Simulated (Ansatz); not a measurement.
This script for energies of removing a hydrogen of CH6OSi2, SMILES [SiH3]C1O[SiH2]1 with Ansatz 0.2.0, Python API holds a mistake.

Contents of `ch6osi2.xyz`:
```text
10

Si   -0.05190    1.40910    0.27490
C    -0.08090   -0.34580    0.70500
O     1.06190   -1.10860    0.43290
Si    0.08360   -1.45150   -0.75420
H    -1.43960    1.80160   -0.28410
H     0.14380    2.30720    1.46220
H     0.92960    1.80250   -0.77110
H    -0.68800   -0.63250    1.50570
H     0.56420   -0.96920   -2.00040
H    -0.43980   -2.86410   -0.56800
```

`ch6osi2.py`
```python
import ansatz as az


def total_energy(molecule, charge=0, unpaired=0):
    calc = (
        molecule.calculation()
        .basis(gaussian='cc-pVTZX')
        .functional('r2scan')
    )
    if charge:
        calc = calc.charge(charge)
    if unpaired:
        calc = calc.spin('collinear', total=unpaired)
    return calc.run().report['free_energy_ev']

def without(molecule, index):
    rest = az.Crystal.molecule()
    for i, site in enumerate(molecule.cartesian_sites):
        if i != index:
            rest = rest.atom(site.symbol, site.position_ang)
    return rest


def main() -> None:
    molecule = az.Crystal.molecule_from_extxyz('ch6osi2.xyz')

    whole = total_energy(molecule, 0)
    hydrogen = total_energy(az.Crystal.molecule().atom('H', (0, 0, 0)), 0, 1)
    print(f'E(molecule) = {whole:.5f} eV, E(H) = {hydrogen:.5f} eV')
    for index in [6, 7, 9]:
        radical = total_energy(without(molecule, index), 0, 1)
        print(f'H{index}: homolysis {(radical + hydrogen - whole):.3f} eV')


if __name__ == '__main__':
    main()
```

```console
$ python ch6osi2.py
Traceback (most recent call last):
  File "ch6osi2.py", line 36, in <module>
    main()
    ~~~~^^
  File "ch6osi2.py", line 27, in main
    whole = total_energy(molecule, 0)
  File "ch6osi2.py", line 14, in total_energy
    return calc.run().report['free_energy_ev']
           ~~~~~~~~^^
  ...
ansatz.GaussianBasisError: pseudopotentials/gaussian/cc-pvtzx.bse can't be read: No such file or directory (os error 2)
$ echo $?
1
```
(Library frames cut from the traceback.)

Why does it end like this?

The fault: the library has no basis set of that name. Mended:

```diff
--- before
+++ after
@@ -6,3 +6,3 @@
         molecule.calculation()
-        .basis(gaussian='cc-pVTZX')
+        .basis(gaussian='cc-pVTZ')
         .functional('r2scan')
```

With that change:

```console
$ python ch6osi2.py
E(molecule) = -18934.13377 eV, E(H) = -13.60373 eV
H6: homolysis 3.981 eV
H7: homolysis 4.379 eV
H9: homolysis 3.852 eV
```

Total energies depend on the basis set; only differences at equal settings carry meaning. The geometry is a force-field or estimated start, not a minimum of this method, and the basis set is short of its limit. All parts are taken at fixed geometry, without zero-point energy. Run time: 65 s on 1 thread of Arm Neoverse V2 (shared host), peak memory 0.38 GiB.
